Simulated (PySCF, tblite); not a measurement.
# AsFH3O−, a complex of two parts as drawn: NMR shifts, interaction energy, infrared bands, spin-spin couplings, core binding energies and electronic excitations

One table from this session's results is given with a row withheld; the runs are named, their logs left out.

Computed with tblite 0.8.0 and PySCF 2.14.0; each step states its level. No surroundings beyond the atoms listed, unless a continuum is named. Atoms count from 0, parts from 1.

## Starting point

6 atoms, charge -1, multiplicity 1; geometry: rigid parts in contact. Parts: 1 = atoms 0–3, `F[AsH2]`, charge 0; 2 = atoms 4–5, `[OH-]`, charge -1.

Set-up of the first run:

The job: settings as JSON, then the geometry in Å.

```
{"job": {"kind": "dock", "xc": "GFN2-xTB", "basis": "xTB"}, "charge": -1, "multiplicity": 1, "parts": [{"atoms": "0-3", "charge": 0, "multiplicity": 1}, {"atoms": "4-5", "charge": -1, "multiplicity": 1}]}
As    -0.017645     0.522689     0.430687
F     -0.839681    -1.063324     0.570896
H      1.265835    -0.118653     0.005548
H     -0.408508     0.659287    -1.007132
O     -0.084547     2.020205     3.045234
H      0.565781     2.751439     3.066296
```

Level: GFN2-xTB search for minima from random contacts, gas phase.

The run is started by

```
OMP_NUM_THREADS=1 python cluster_run.py task.json out
```

This one command runs all jobs of the session in turn.

Steps of the session up to this table: Bringing the parts together with GFN2-xTB; Relaxing the molecule at PBE0-D3(BJ)/def2-TZVPD; Nuclear shieldings: PBE0/aug-pcSseg-2; Coupled-cluster interaction energy: CCSD(T) and MP2.

One of the session's tables, all rows but one given; the rest of the session is left out.

It belongs to the step «Coupled-cluster interaction energy: CCSD(T) and MP2». 

```
                 method  interaction energy (kcal/mol)
         HF/aug-cc-pVDZ                         -63.92
        MP2/aug-cc-pVDZ                         -60.45
       CCSD/aug-cc-pVDZ                         -60.20
    CCSD(T)/aug-cc-pVDZ                              ?
         HF/aug-cc-pVQZ                         -66.00
        MP2/aug-cc-pVQZ                         -65.70
    SCS-MP2/aug-cc-pVQZ                         -63.72
      MP2, extrapolated                         -66.40
CCSD(T), limit estimate                         -65.63
```

**Question.** Estimate the row for CCSD(T)/aug-cc-pVDZ.

The run gave: interaction energy (kcal/mol): -59.67. In the column «interaction energy (kcal/mol)» it is the highest.

At this geometry As0 and O4 of different parts are bonded (2.00 Å), so this energy is that of a chemical bond rather than of a weak contact.

To keep in mind: The interaction energy leaves out the deformation of the parts, 15.35 kcal/mol at MP2. So large a deformation means that a part is far from its own minimum, so a sum across the two methods would be rough.
